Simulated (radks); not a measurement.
**Pt⁶⁵⁺ in [Ne] 3s2 3p1: an all-electron calculation**

Aim: the levels, the sizes of the orbitals and the parts of the energy of the platinum ion Pt65+.

The numbers are computed with radks (a radial shooting solver on a logarithmic mesh, Libxc functionals) version 1 (Dirac Kohn-Sham, LDA (Slater exchange, Perdew-Wang correlation), spin-unpolarised, spherical densities, finite nucleus; open shells fill j = l - 1/2 first), except any that are marked as measured or tabulated.

## (1) The system

- element: platinum (Z = 78)
- charge: +65
- electrons: 13
- configuration: [Ne] 3s2 3p1
- nuclear rms radius: 5.427 fm

## (2) The run

Input:

```text
Z 78
configuration [Ne] 3s2 3p1 4s0 3d0 4p0 4f0
relativity Dirac
functional lda,pw
spin unpolarised
j_filling energy
nucleus finite rms 5.427 fm
c 137.035999084
```

Command:

```console
> python run_ks.py task.json out
```

All runs below come from this command, one after another.

**Question.** What will this run give?

**Answer**, as computed:

| quantity | value |
| --- | --- |
| total energy | -13319.4877 hartree |
| exchange-correlation share of it | 1.14 % |
| −T/E | 1.1854 |
| highest occupied level | 3p1/2, -7608.6 eV |
| most extended occupied level | 3s1/2, <r> = 0.171 bohr |
| radius at density 0.001 e/bohr³ | 0.501 bohr |
| maxima of the radial density | 2 |
| ionisation energy, NIST | 7660 (theory) eV |

What this shows: 3 principal shells are occupied and 2 maxima appear in the radial density; where shells overlap, one shows as a shoulder or not at all. −T/E is 1.185: with relativity the kinetic term as defined here no longer equals −E. The top level binds by 7608.6 eV, 99 % of the NIST ionisation energy of 7660 eV. Spin polarisation and multiplet splitting are left out.
